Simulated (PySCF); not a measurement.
# C2H5BF2OS: the cost of one run

Computed with PySCF 2.14.0, with density-fitted response routines of our own, on a single molecule in the gas phase. Atoms are numbered from 0 throughout.

### Step 1. The molecule as given

12 atoms, charge 0, multiplicity 1; geometry from: GFN2-xTB. The atoms were then displaced at random by about 0.01 Å, so the start is not that level's minimum.

Bonds of the start (Å): C0–S1 1.85, S1–B2 1.78, B2–O3 1.35, O3–C4 1.38, C4–F5 1.33, C4–F6 1.34, C0–H7 1.06, C0–H8 1.07, C0–H9 1.07, B2–H10 1.17, C4–H11 1.11.

### Step 2. Relaxing the molecule at PBE0-D3(BJ)/def2-SVP

The job: settings as JSON, then the geometry in Å.

```
{"job": {"xc": "PBE0", "basis": "def2-SVP", "d3": "d3bj", "grid": 1, "shake": 0.01, "kind": "geom"}, "charge": 0, "multiplicity": 1}
C      2.221420    -0.074580     0.396040
S      1.297160     1.416490     0.998700
B     -0.392110     1.016860     0.623560
O     -0.579780    -0.188140     0.039860
C     -1.829530    -0.609880    -0.362290
F     -1.851670    -1.942560    -0.375460
F     -2.065390    -0.209850    -1.622660
H      1.957650    -0.897150     1.003750
H      1.924680    -0.226170    -0.621440
H      3.256790     0.168420     0.483220
H     -1.239080     1.767710     0.910560
H     -2.660450    -0.249420     0.281860
```

Launch:

```
OMP_NUM_THREADS=1 python probes_run.py task.json out
```

This one command runs all jobs of the session in turn.

Q: Estimate the wall time and peak memory of this first job on 1 thread of Arm Neoverse V1, shared host.

About 70 s, with a peak of 0.53 GiB.
